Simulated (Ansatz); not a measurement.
# LaFePO: the cost of one run

Program: Ansatz 0.2.0. Level of theory: DFT PBE, scalar-relativistic, plane waves, PAW. These are calculated values, not measurements.

## 1. The starting structure

It takes space group P4/nmm (No. 129, tetragonal). Conventional cell: a = 3.933 Å, b = 3.933 Å, c = 8.506 Å, α = 90.00°, β = 90.00°, γ = 90.00°. La (site symmetry 4mm) has 4 O at 2.35 Å as nearest neighbours. Around Fe (site symmetry -4m2) lie 4 P at 2.23 Å. Around P (site symmetry 4mm) lie 4 Fe at 2.23 Å. O (site symmetry -4m2) has 4 La at 2.35 Å as nearest neighbours.

Coordinates:

```
CELL_PARAMETERS angstrom
3.93275 0.00000 0.00000
0.00000 3.93275 0.00000
0.00000 0.00000 8.50575
ATOMIC_POSITIONS crystal
La 0.50000 0.00000 0.15141
La 0.00000 0.50000 0.84859
Fe 0.00000 0.00000 0.50000
Fe 0.50000 0.50000 0.50000
P 0.50000 0.00000 0.62334
P 0.00000 0.50000 0.37666
O 0.00000 0.00000 0.00000
O 0.50000 0.50000 0.00000
```

This cell comes from an earlier session at PBE: 16.444 Å³/atom at -0.03 GPa, on a 8×8×4 mesh.

## 2. Antiferromagnetic, in the cell as typed

input.yaml

```yaml
crystal:
  lattice:
    - [3.9327462542, 0.0, 0.0]
    - [0.0, 3.9327462542, 0.0]
    - [0.0, 0.0, 8.5057474603]
  atoms:
    - { symbol: La, position: [0.5, 0.0, 0.1514145013] }
    - { symbol: La, position: [0.0, 0.5, 0.8485854987] }
    - { symbol: Fe, position: [0.0, 0.0, 0.5], spin: 4.0 }
    - { symbol: Fe, position: [0.5, 0.5, 0.5], spin: -4.0 }
    - { symbol: P, position: [0.5, 0.0, 0.6233378144] }
    - { symbol: P, position: [0.0, 0.5, 0.3766621856] }
    - { symbol: O, position: [0.0, 0.0, 0.0] }
    - { symbol: O, position: [0.5, 0.5, 0.0] }
basis:
  ecutwfc: 420
  ecutrho_ratio: 4
kpoints:
  mp_grid: { grid: [8, 8, 4] }
hamiltonian:
  xc: pbe
scf:
  occupations: { method: gaussian, width: 0.05 }
  lower_state_search: "off"
output:
  forces: true
  stress: true
  eigenvalues: true
  populations: true
magnetization:
  spin_polarized: true
```

On the command line:

```sh
> ansatz run input.yaml --threads 2 --pin off --max-ram 5120MiB --backend cpu --events-out ev --progress --plain --runs-dir out
```

What time and memory should one allow on 2 threads of Arm Neoverse V2, shared host?

About 2.4 min, with a peak of 0.71 GiB.
